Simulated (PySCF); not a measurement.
# One shape, several levels: C2H7NSi (SMILES C=NC[SiH3])

Aim: a comparison of 6 runs (HF/STO-3G, HF/def2-SVP, B3LYP/6-31G*, M06-2X/pcseg-1, PBE0/def2-SVP, PBE0/pcseg-1) of C2H7NSi. 

Program for the calculation: PySCF 2.14.0.

### Step 1. The molecule

The species is C2H7NSi (11 atoms), meant as a singlet with charge 0. SMILES: `C=NC[SiH3]`. The shape is that of a PBE0-D4/def2-TZVP optimisation. This is one conformer, not always the lowest.

Bond lengths: C1–N2 1.259 Å, N2–C3 1.436 Å, C3–Si4 1.892 Å, C1–H5 1.089 Å, C1–H6 1.099 Å, C3–H7 1.095 Å, C3–H8 1.102 Å, Si4–H9 1.487 Å, Si4–H10 1.484 Å, Si4–H11 1.488 Å. Some angles: C1–N2–C3 118.6°, N2–C3–Si4 109.5°, N2–C1–H5 119.2°, N2–C1–H6 123.3°, N2–C3–H7 109.0°, N2–C3–H8 113.6°, Si4–C3–H7 106.9°, Si4–C3–H8 109.5°, C3–Si4–H9 109.5°, C3–Si4–H10 110.5°.

### Step 2. Energy and gradient at HF/STO-3G (run 1)

Input file input.py:

```python
from pyscf import gto

molecule = gto.Mole()
molecule.atom = [
    ('C', (-0.639400, 1.869300, 0.363900)),
    ('N', (-0.998600, 0.713100, 0.018000)),
    ('C', (-0.299000, -0.417000, 0.562600)),
    ('Si', (0.706300, -1.257400, -0.802700)),
    ('H', (-1.145900, 2.733500, -0.063200)),
    ('H', (0.166900, 2.059000, 1.086600)),
    ('H', (-1.029900, -1.151400, 0.917900)),
    ('H', (0.365200, -0.161700, 1.404500)),
    ('H', (1.729600, -0.311300, -1.319900)),
    ('H', (-0.179800, -1.683000, -1.914500)),
    ('H', (1.389900, -2.450100, -0.232400)),
]
molecule.verbose = 3
molecule.basis = 'sto-3g'
molecule.charge = 0
molecule.max_memory = 1860
molecule.build()

mf = molecule.RHF()
mf.conv_tol = 1e-10
mf.kernel()
if not mf.converged:
    mf = mf.newton().run(mf.mo_coeff, mf.mo_occ)

e_tot = mf.e_tot
print('Final energy', e_tot)
grad = mf.nuc_grad_method().kernel()
dip = mf.dip_moment()
pop, q = mf.mulliken_pop()
```

Started as:

```sh
$ OMP_NUM_THREADS=1 python input.py
```

What it wrote:

```text
converged SCF energy = -418.18360918263
Final energy -418.18360918262977
[... 8 lines left out ...]
Dipole moment(X, Y, Z, Debye):  1.20721, -0.20089,  0.78868
[... 43 lines left out ...]
charge of   10H =     -0.15689
```

It took 2.8 s on 1 thread of Intel Xeon at 2.50GHz (Skylake/Cascade Lake), shared host; peak memory 0.12 GiB.

### Step 3. Energy and gradient at HF/def2-SVP (run 2)

Input file start.xyz:

```xyz
11
C2H7NSi
C     -0.639400     1.869300     0.363900
N     -0.998600     0.713100     0.018000
C     -0.299000    -0.417000     0.562600
Si     0.706300    -1.257400    -0.802700
H     -1.145900     2.733500    -0.063200
H      0.166900     2.059000     1.086600
H     -1.029900    -1.151400     0.917900
H      0.365200    -0.161700     1.404500
H      1.729600    -0.311300    -1.319900
H     -0.179800    -1.683000    -1.914500
H      1.389900    -2.450100    -0.232400
```

Input file calc.py:

```python
# C=NC[SiH3]
import pyscf.grad
from pyscf import gto

mol = gto.M(
    atom='start.xyz',
    spin=0,
    charge=0,
    verbose=4,
    max_memory=1860,
    basis='def2-svp',
)

mf = mol.RHF()
mf.conv_tol = 1e-10
mf.kernel()
if not mf.converged:
    mf = mf.newton().run(mf.mo_coeff, mf.mo_occ)

e_tot = mf.e_tot
print('E = %.10f Eh' % e_tot)
grad = mf.Gradients().kernel()
dip = mf.dip_moment()
pop, q = mf.mulliken_pop()
```

Started as:

```sh
$ OMP_NUM_THREADS=1 python calc.py
```

What it wrote:

```text
PySCF version 2.14.0

[... 67 lines left out ...]
converged SCF energy = -422.964231117262
[... 12 lines left out ...]
Dipole moment(X, Y, Z, Debye):  0.92994,  0.60869,  1.32373
[... 107 lines left out ...]
charge of   10H =     -0.15252
```

It took 20 s on 1 thread of Intel Xeon at 2.50GHz (Skylake/Cascade Lake), shared host; peak memory 0.2 GiB.

Runs 3 to 5 aren't shown in full; the table further down has their settings and results.

### Step 4. Energy and forces at PBE0/pcseg-1 (run 6)

Input file run.py:

```python
import pyscf.grad
from pyscf import gto, dft

mol = gto.M(
    atom='''
C     -1.208291     3.532465     0.687671
N     -1.887081     1.347564     0.034015
C     -0.565028    -0.788016     1.063160
Si     1.334714    -2.376142    -1.516883
H     -2.165437     5.165566    -0.119431
H      0.315395     3.890946     2.053376
H     -1.946229    -2.175831     1.734580
H      0.690128    -0.305569     2.654120
H      3.268470    -0.588272    -2.494250
H     -0.339773    -3.180409    -3.617881
H      2.626530    -4.630018    -0.439172
''',
    unit='bohr',
    verbose=4,
    basis='pcseg-1',
    max_memory=1860,
)

mf = dft.RKS(mol)
mf.xc = 'pbe0'
mf.conv_tol = 1e-10
mf.grids.level = 5
mf.kernel()
if not mf.converged:
    mf = mf.newton().run(mf.mo_coeff, mf.mo_occ)

e_final = mf.e_tot
print(f'total energy: {e_final:.8f} hartree')
grad = mf.Gradients().kernel()
mf.analyze()
```

Started as:

```sh
$ OMP_NUM_THREADS=1 python run.py
```

What it wrote:

```text
PySCF version 2.14.0

[... 105 lines left out ...]
MO #5   energy= -5.32581792452083  occ= 2
[... 17 lines left out ...]
MO #23  energy= 0.0618532613411034 occ= 0
[... 17 lines left out ...]
MO #41  energy= 0.513392240977446  occ= 0
[... 17 lines left out ...]
MO #59  energy= 1.34284391364316   occ= 0
[... 17 lines left out ...]
MO #77  energy= 2.10864055613509   occ= 0
[... 17 lines left out ...]
MO #95  energy= 3.46082484045675   occ= 0
[... 109 lines left out ...]
Dipole moment(X, Y, Z, Debye):  0.89258,  0.42090,  1.23962
```

Wall time 70 s (1 thread of Intel Xeon at 2.50GHz (Skylake/Cascade Lake), shared host); peak memory 0.97 GiB.

### Step 5. All runs side by side

| run | level | integration grid | energy (Eh) | dipole moment (D) | HOMO energy (eV) | LUMO energy (eV) | wall time |
| --- | --- | --- | --- | --- | --- | --- | --- |
| 1 | HF/STO-3G | – | -418.183609 | 1.46 | -8.91 | 8.30 | 2.8 s |
| 2 | HF/def2-SVP | – | -422.964231 | 1.73 | -10.74 | 3.94 | 20 s |
| 3 | B3LYP/6-31G* (spherical functions) | 5 | -424.628906 | 1.46 | -6.97 | -0.23 | 52 s |
| 4 | M06-2X/pcseg-1 | 5 | -424.498868 | 1.60 | -8.84 | 0.66 | 95 s |
| 5 | PBE0/def2-SVP | 5 | -424.149368 | 1.45 | -7.32 | -0.25 | 61 s |
| 6 | PBE0/pcseg-1 | 5 | -424.300115 | 1.58 | -7.44 | -0.37 | 70 s |

### Step 6. Summary of results

```
                       quantity          value
            run 6: total energy  -424.30012 Eh
           run 6: dipole moment         1.58 D
             run 6: HOMO energy       -7.44 eV
             run 6: LUMO energy       -0.37 eV
           run 6: HOMO–LUMO gap        7.06 eV
run 6: largest force on an atom     0.331 eV/Å
```

What this shows: The dipole moment (its size) runs from 1.45 D (PBE0/def2-SVP) to 1.73 D (HF/def2-SVP). The HOMO–LUMO gap runs from 6.74 eV (B3LYP/6-31G*) to 17.22 eV (HF/STO-3G). The two ends differ in method and basis. Totals of different functionals can't be ranked against each other. In run 1 the basis is minimal, so the values are rough. All runs together took 5 min, the longest 95 s.
